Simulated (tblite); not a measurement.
# F4H8OSi: the cost of one run

Computed with tblite 0.8.0 and PySCF 2.14.0; each step states its level. No surroundings beyond the atoms listed, unless a continuum is named. Atoms count from 0, parts from 1.

## 1. Starting point

14 atoms, charge 0, multiplicity 1; geometry: rigid parts in contact. Parts: 1 = atoms 0–5, `O[SiH3]`, charge 0; 2 = atoms 6–7, `F`, charge 0; 3 = atoms 8–9, `F`, charge 0; 4 = atoms 10–11, `F`, charge 0; 5 = atoms 12–13, `F`, charge 0.

## 2. Bringing the parts together with GFN2-xTB

The job: settings as JSON, then the geometry in Å.

```
{"job": {"kind": "dock", "xc": "GFN2-xTB", "basis": "xTB"}, "charge": 0, "multiplicity": 1, "parts": [{"atoms": "0-5", "charge": 0, "multiplicity": 1}, {"atoms": "6-7", "charge": 0, "multiplicity": 1}, {"atoms": "8-9", "charge": 0, "multiplicity": 1}, {"atoms": "10-11", "charge": 0, "multiplicity": 1}, {"atoms": "12-13", "charge": 0, "multiplicity": 1}]}
O     -0.202845    -0.763540     0.942629
Si     0.335170     0.195652    -0.298561
H     -1.104010    -0.762947     1.259440
H      0.186038     1.588948     0.112480
H     -0.475550    -0.125932    -1.470862
H      1.706752    -0.282483    -0.398222
F      1.722598    -1.547240     2.309745
H      0.899988    -1.293048     1.864822
F      3.521428     0.247167     1.834878
H      2.981047    -0.505410     2.021556
F      1.442531    -0.111758     4.835765
H      2.358369    -0.138494     4.642285
F      3.794997     0.049510     6.110723
H      3.310698     0.202988     6.893870
```

With the program's defaults for keys left out, this is: GFN2-xTB search for minima from random contacts, gas phase.

Run with:

```sh
OMP_NUM_THREADS=1 python cluster_run.py task.json out
```

The driver reads the jobs from task.json and runs them one after another.

**Question.** How long does this first job take on 1 thread of AMD EPYC 9R45, shared host?

About 12 s.
